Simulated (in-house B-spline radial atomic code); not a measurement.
# Tm⁴⁶⁺: starting-point dependence of G0W0 and RPA

Aim: see how far the highest quasi-particle level and the RPA correlation energy of Tm⁴⁶⁺ depend on the orbitals that they are built on.

Program: an in-house B-spline radial atomic code, version 1. Level of theory: RPA, second order, AC-SOSEX and G0W0 (contour deformation) on a non-relativistic mean field, all electrons; no spin-orbit coupling, Breit or QED terms. These are calculated values, not measurements, unless marked.

## (1) Starting point

- element: thulium (Z = 69)
- charge: +46
- electrons: 23
- configuration: [Ar] 3d5
- Hamiltonian: non-relativistic, point nucleus
- starts: Hartree-Fock, PBE, PBEsol, PBE0, LC-ωPBE

The outer shells:

Tm46+
```
[Ar] core
3d [↑ ][↑ ][↑ ][↑ ][↑ ]
```

## (2) Run with the Hartree-Fock start

Settings, as recorded:

```ini
Z = 69
electrons = 23.0
configuration = [Ar] 3d5
hamiltonian = nr
method = hf
lmax = 9
spin_polarised = True
box_radius = 2.23
intervals = 47
```

The run is started by

```
> python run_gw.py task.json out
```

One command runs all members of the session, one after another, from task.json.

The program writes no log. Results of the run, from its result record (rounded, main fields):

```text
{
  "status": "converged",
  "energies [hartree]": {
    "mean_field": -11219.96045,
    "exx_total": -11219.96045,
    "exchange": -177.6902815,
    "rpa": -1.7147815,
    "rpa_summed": -1.6970054,
    "direct_second_order": -1.7868482,
    "second_order_exchange": 0.58151439,
    "sosex": 0.5659628
  },
  "rpa_by_multipole [hartree]": [-0.284067, -0.757021, -0.290782, -0.196356, -0.0830535, -0.0436083, -0.0217231, -0.0120412, -0.00593154, -0.00194708, -0.000445162, -2.95498e-05],
  "polarisability [bohr^3: independent particles, RPA]": [0.00496149, 0.00406324],
  "gap [hartree]": 14.41625,
  "levels [hartree]": [
    {"name": "3d up", "occ": 1, "e": -144.5368, "sx": -8.938852, "vxc": -8.938852, "sc": 0.08738455, "z": 0.9957875, "qp": -144.4517, "tail": -0.002241061},
    {"name": "3p down", "occ": 1, "e": -152.9472, "sx": -6.996466, "vxc": -6.996466, "sc": -0.04203429, "z": 0.9937644, "qp": -152.9911, "tail": -0.0018407},
    {"name": "3p up", "occ": 1, "e": -155.0662, "sx": -9.166423, "vxc": -9.166423, "sc": 0.4794458, "z": 0.9389056, "qp": -154.5885, "tail": -0.001732428},
    {"name": "3s down", "occ": 1, "e": -159.7523, "sx": -7.781722, "vxc": -7.781722, "sc": 0.3471331, "z": 0.9661648, "qp": -159.4068, "tail": -0.001634944},
    {"name": "3d down", "occ": 0, "e": -138.531, "sx": -2.888619, "vxc": -2.888619, "sc": -0.1934514, "z": 0.9961882, "qp": -138.7267, "tail": -0.002241902}
  ]
}
```

Run time: 1 s. Hardware: 1 thread, shared host.

In the record, exx_total is the Hartree-Fock functional on the start's orbitals, rpa_summed the RPA energy up to lmax and rpa the same with the tail beyond it, gap the smallest same-spin excitation energy of the start. For a level, e is the start's value, sx and sc the exchange and correlation self-energies, vxc the start's own term, z the quasi-particle weight, and qp = e + sx − vxc + sc + tail. Deeper levels of weight under 0.85 meet poles of the self-energy and are not shown.

The 3d↑ level moves from -3933.05 to -3930.73 eV (weight 1.00).

The largest part of the RPA energy comes from multipole 1 (45 % of the sum).

## (3) Run with the PBE start

The settings differ from step 2 so:

```diff
@@ -4,3 +4,3 @@
 hamiltonian = nr
-method = hf
+method = pbe,pbe
 lmax = 9
```

Results of the run:

```text
{
  "status": "converged",
  "energies [hartree]": {
    "mean_field": -11220.09539,
    "exx_total": -11219.94937,
    "exchange": -177.6460983,
    "rpa": -1.7975048,
    "rpa_summed": -1.7796316,
    "direct_second_order": -1.8884025,
    "second_order_exchange": 0.62432288,
    "sosex": 0.6031543
  },
  "rpa_by_multipole [hartree]": [-0.29326, -0.810004, -0.300412, -0.204611, -0.0846101, -0.0442535, -0.0219466, -0.0121327, -0.00596696, -0.00195744, -0.00044732, -2.96901e-05],
  "polarisability [bohr^3: independent particles, RPA]": [0.00629916, 0.00485907],
  "gap [hartree]": 10.23513,
  "levels [hartree]": [
    {"name": "3d up", "occ": 1, "e": -142.0579, "sx": -8.941776, "vxc": -6.461587, "sc": 0.1150427, "z": 0.9936749, "qp": -144.4253, "tail": -0.00224699},
    {"name": "3p down", "occ": 1, "e": -151.0917, "sx": -7.018257, "vxc": -5.157248, "sc": -0.03209839, "z": 0.9900204, "qp": -152.9867, "tail": -0.001842107},
    {"name": "3d down", "occ": 0, "e": -140.8566, "sx": -2.91068, "vxc": -5.242989, "sc": -0.203443, "z": 0.9948106, "qp": -138.73, "tail": -0.002253114}
  ]
}
```

It took 1.1 s on 1 thread, shared host.

Highest level 3d↑: -3865.59 eV in the start, -3930.01 eV after G0W0, weight 0.99.

## (4) Run with the PBEsol start

The settings differ from step 3 so:

```diff
@@ -4,3 +4,3 @@
 hamiltonian = nr
-method = pbe,pbe
+method = pbesol
 lmax = 9
```

Results of the run:

```text
{
  "status": "converged",
  "energies [hartree]": {
    "mean_field": -11216.56444,
    "exx_total": -11219.94786,
    "exchange": -177.6212272,
    "rpa": -1.7978485,
    "rpa_summed": -1.7799752,
    "direct_second_order": -1.8888567,
    "second_order_exchange": 0.6245235,
    "sosex": 0.6033191
  },
  "rpa_by_multipole [hartree]": [-0.293337, -0.810224, -0.300434, -0.204635, -0.0846113, -0.0442535, -0.0219466, -0.0121328, -0.005967, -0.00195746, -0.000447317, -2.96886e-05],
  "polarisability [bohr^3: independent particles, RPA]": [0.0063077, 0.00486357],
  "gap [hartree]": 10.21264,
  "levels [hartree]": [
    {"name": "3d up", "occ": 1, "e": -142.0376, "sx": -8.941693, "vxc": -6.438346, "sc": 0.1152545, "z": 0.993652, "qp": -144.428, "tail": -0.00224687},
    {"name": "3p down", "occ": 1, "e": -151.0594, "sx": -7.018599, "vxc": -5.12249, "sc": -0.03172914, "z": 0.9899767, "qp": -152.9891, "tail": -0.001841877},
    {"name": "3d down", "occ": 0, "e": -140.8468, "sx": -2.910955, "vxc": -5.230593, "sc": -0.2033545, "z": 0.9948011, "qp": -138.7327, "tail": -0.002253094}
  ]
}
```

Wall time 1 s (1 thread, shared host).

The 3d↑ level moves from -3865.04 to -3930.09 eV (weight 0.99).

## (5) Run with the PBE0 start

The settings differ from step 4 so:

```diff
@@ -4,3 +4,3 @@
 hamiltonian = nr
-method = pbesol
+method = pbe0
 lmax = 9
```

Results of the run:

```text
{
  "status": "converged",
  "energies [hartree]": {
    "mean_field": -11220.36419,
    "exx_total": -11219.95432,
    "exchange": -177.6582218,
    "rpa": -1.7742073,
    "rpa_summed": -1.756358,
    "direct_second_order": -1.8590957,
    "second_order_exchange": 0.61147797,
    "sosex": 0.59217049
  },
  "rpa_by_multipole [hartree]": [-0.290873, -0.794633, -0.297863, -0.202292, -0.0842157, -0.044091, -0.0218907, -0.01211, -0.00595816, -0.00195485, -0.000446795, -2.96557e-05],
  "polarisability [bohr^3: independent particles, RPA]": [0.00587655, 0.00461881],
  "gap [hartree]": 11.28303,
  "levels [hartree]": [
    {"name": "3d up", "occ": 1, "e": -142.6935, "sx": -8.941013, "vxc": -7.097219, "sc": 0.1066357, "z": 0.9944006, "qp": -144.4329, "tail": -0.002247629},
    {"name": "3p down", "occ": 1, "e": -151.5796, "sx": -7.0131, "vxc": -5.641672, "sc": -0.03579098, "z": 0.9913072, "qp": -152.9886, "tail": -0.001843792},
    {"name": "3s down", "occ": 1, "e": -157.704, "sx": -7.781646, "vxc": -5.734118, "sc": 0.5926829, "z": 0.8995182, "qp": -159.1604, "tail": -0.001528526},
    {"name": "3d down", "occ": 0, "e": -140.2965, "sx": -2.905268, "vxc": -4.674364, "sc": -0.2008881, "z": 0.9952542, "qp": -138.7306, "tail": -0.002251984}
  ]
}
```

It took 1.1 s on 1 thread, shared host.

G0W0 moves 3d↑ down by 47.3 eV, to -3930.22 eV.

## (6) Run with the LC-ωPBE start

The settings differ from step 5 so:

```diff
@@ -4,3 +4,3 @@
 hamiltonian = nr
-method = pbe0
+method = lc_wpbe
 lmax = 9
```

Results of the run:

```text
{
  "status": "converged",
  "energies [hartree]": {
    "mean_field": -11219.99947,
    "exx_total": -11219.95001,
    "exchange": -177.6424391,
    "rpa": -1.7885093,
    "rpa_summed": -1.7706421,
    "direct_second_order": -1.8767137,
    "second_order_exchange": 0.6189097,
    "sosex": 0.59859548
  },
  "rpa_by_multipole [hartree]": [-0.292569, -0.803593, -0.299592, -0.203726, -0.084497, -0.0442076, -0.021932, -0.012127, -0.00596474, -0.00195679, -0.00044719, -2.96822e-05],
  "polarisability [bohr^3: independent particles, RPA]": [0.00610048, 0.00474713],
  "gap [hartree]": 10.69203,
  "levels [hartree]": [
    {"name": "3d up", "occ": 1, "e": -142.269, "sx": -8.940865, "vxc": -6.669758, "sc": 0.111897, "z": 0.9939612, "qp": -144.4304, "tail": -0.002247037},
    {"name": "3p down", "occ": 1, "e": -151.3067, "sx": -7.017379, "vxc": -5.369672, "sc": -0.03336977, "z": 0.990584, "qp": -152.9896, "tail": -0.001842651},
    {"name": "3s down", "occ": 1, "e": -157.2184, "sx": -7.780891, "vxc": -5.245907, "sc": 0.6881911, "z": 0.8663311, "qp": -159.0667, "tail": -0.001472272},
    {"name": "3d down", "occ": 0, "e": -140.6146, "sx": -2.910275, "vxc": -4.998058, "sc": -0.2028799, "z": 0.9950053, "qp": -138.732, "tail": -0.002252704}
  ]
}
```

Wall time 1.1 s (1 thread, shared host).

Highest level 3d↑: -3871.34 eV in the start, -3930.15 eV after G0W0, weight 0.99.

## (7) All runs in one table

```
       start  level  mean field (eV)  G0W0 (eV)  weight  RPA (hartree)  RPA+SOSEX (hartree)  α, direct RPA (bohr³)   time  miss (eV)
Hartree-Fock    3d↑         -3933.05   -3930.73   0.996       -1.71478             -1.14882               0.004063    1 s      +35.7
         PBE    3d↑         -3865.59   -3930.01   0.994       -1.79750             -1.19435               0.004859  1.1 s      +35.0
      PBEsol    3d↑         -3865.04   -3930.09   0.994       -1.79785             -1.19453               0.004864    1 s      +35.1
        PBE0    3d↑         -3882.89   -3930.22   0.994       -1.77421             -1.18204               0.004619  1.1 s      +35.2
     LC-ωPBE    3d↑         -3871.34   -3930.15   0.994       -1.78851             -1.18991               0.004747  1.1 s      +35.2
```

The miss is the G0W0 removal energy (the level with its sign changed) less the tabulated theoretical ionisation energy, 3895.0 ± 4 eV. Times are single runs on a shared host.

## (8) Summary of results

| quantity | value |
| --- | --- |
| highest level, mean field (range over the runs) | -3933.05 to -3865.04 eV |
| highest level, G0W0 (range over the runs) | -3930.73 to -3930.01 eV |
| RPA correlation energy | -1.798 to -1.715 hartree |
| RPA+SOSEX | -1.1945 to -1.1488 hartree |
| tabulated theoretical ionisation energy (3d shell) | 3895.0 ± 4 eV (NIST Atomic Spectra Database, ionization energies) |
| G0W0 removal energy less that value | +35.0 to +35.7 eV |

In words: Across the starts the mean-field level varies by 68.0 eV and the G0W0 level by 0.72 eV (1.1 % as much). On the semilocal starts the correction is downwards, 64 to 65 eV, since their self-interaction lifts occupied levels. The RPA energy is largest in size on PBEsol and smallest on Hartree-Fock, 4.6 % apart; over the runs it loosely follows the gap of the start, as smaller excitation energies give more correlation. The tabulated theoretical ionisation energy is 3895.0 ± 4 eV. G0W0 is off by about +35.2 eV (+0.90 %) in every run shown, whatever the start. Relativity is left out, and for this shell its effect can be as large as the miss, so the comparison tests the Hamiltonian as much as the method. Read as a removal energy, the bare PBE level is off by -29.4 eV (-0.76 %) and the nearest bare level, PBE0's, by -12.1 eV, nearer than G0W0, but by cancellation: self-interaction lowers its value while this Hamiltonian leaves the G0W0 value too high. For so heavy an element the non-relativistic levels are a model, not the real atom's.
